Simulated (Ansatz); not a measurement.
# C2H8BFN2O: the cost of one run

All numbers below are computed with Ansatz 0.2.0 (RKS B3LYP/def2-SVP).

## 1. The system as given

Bond lengths: C1–O2 1.427 Å, O2–B3 1.453 Å, B3–N4 1.622 Å, B3–N5 1.514 Å, N5–C6 1.474 Å, C6–F7 1.366 Å, C1–H8 1.091 Å, C1–H9 1.185 Å, C1–H10 1.059 Å, N4–H11 0.979 Å, N4–H12 1.057 Å, N5–H13 1.076 Å, C6–H14 1.127 Å, C6–H15 1.134 Å. Angles (14 of 22 angles, heavy atoms first): C1–O2–B3 108.5°, O2–B3–N4 119.6°, O2–B3–N5 122.4°, N4–B3–N5 117.1°, B3–N5–C6 111.1°, N5–C6–F7 109.6°, O2–C1–H8 104.9°, O2–C1–H9 108.5°, O2–C1–H10 114.9°, B3–N4–H11 105.2°, B3–N4–H12 104.0°, B3–N5–H13 109.1°, C6–N5–H13 105.3°, N5–C6–H14 111.5°.

Coordinates:

```xyz
15

C    -0.7193   -1.8605   -0.4213
O    -0.2222   -0.8389   -1.2840
B     0.6542    0.0280   -0.5145
N     2.1988   -0.4036   -0.2723
N     0.2634    1.4382   -0.1254
C    -0.8624    1.4345    0.8262
F    -1.1053    2.7093    1.2534
H    -1.4058   -2.4412   -1.0396
H    -1.3765   -1.3513    0.4232
H     0.0239   -2.4768    0.0147
H     2.7318    0.3006   -0.6944
H     2.3148   -0.3605    0.7776
H    -0.1018    1.9550   -0.9962
H    -1.8008    1.0247    0.3549
H    -0.6147    0.7916    1.7271
```

## 2. Relaxing end A

Input file input.yaml:

```yaml
crystal:
  periodic: [false, false, false]
  atoms:
    - { symbol: C, position_ang: [-0.7193, -1.8605, -0.4213] }
    - { symbol: O, position_ang: [-0.2222, -0.8389, -1.284] }
    - { symbol: B, position_ang: [0.6542, 0.028, -0.5145] }
    - { symbol: "N", position_ang: [2.1988, -0.4036, -0.2723] }
    - { symbol: "N", position_ang: [0.2634, 1.4382, -0.1254] }
    - { symbol: C, position_ang: [-0.8624, 1.4345, 0.8262] }
    - { symbol: F, position_ang: [-1.1053, 2.7093, 1.2534] }
    - { symbol: H, position_ang: [-1.4058, -2.4412, -1.0396] }
    - { symbol: H, position_ang: [-1.3765, -1.3513, 0.4232] }
    - { symbol: H, position_ang: [0.0239, -2.4768, 0.0147] }
    - { symbol: H, position_ang: [2.7318, 0.3006, -0.6944] }
    - { symbol: H, position_ang: [2.3148, -0.3605, 0.7776] }
    - { symbol: H, position_ang: [-0.1018, 1.955, -0.9962] }
    - { symbol: H, position_ang: [-1.8008, 1.0247, 0.3549] }
    - { symbol: H, position_ang: [-0.6147, 0.7916, 1.7271] }
basis:
  gaussian: { orbitals: def2-SVP }
hamiltonian:
  xc: b3lyp
relax:
  f_tol: 0.015
  max_steps: 40
```

Started as:

```bash
> ansatz run input.yaml --threads 2 --pin off --max-ram 3072MiB --backend cpu --events-out ev --progress --plain --runs-dir out
```

What time and memory should one allow on 2 threads of Intel Xeon Platinum 8488C (Sapphire Rapids), shared host?

About 99 s, with a peak of 0.41 GiB.
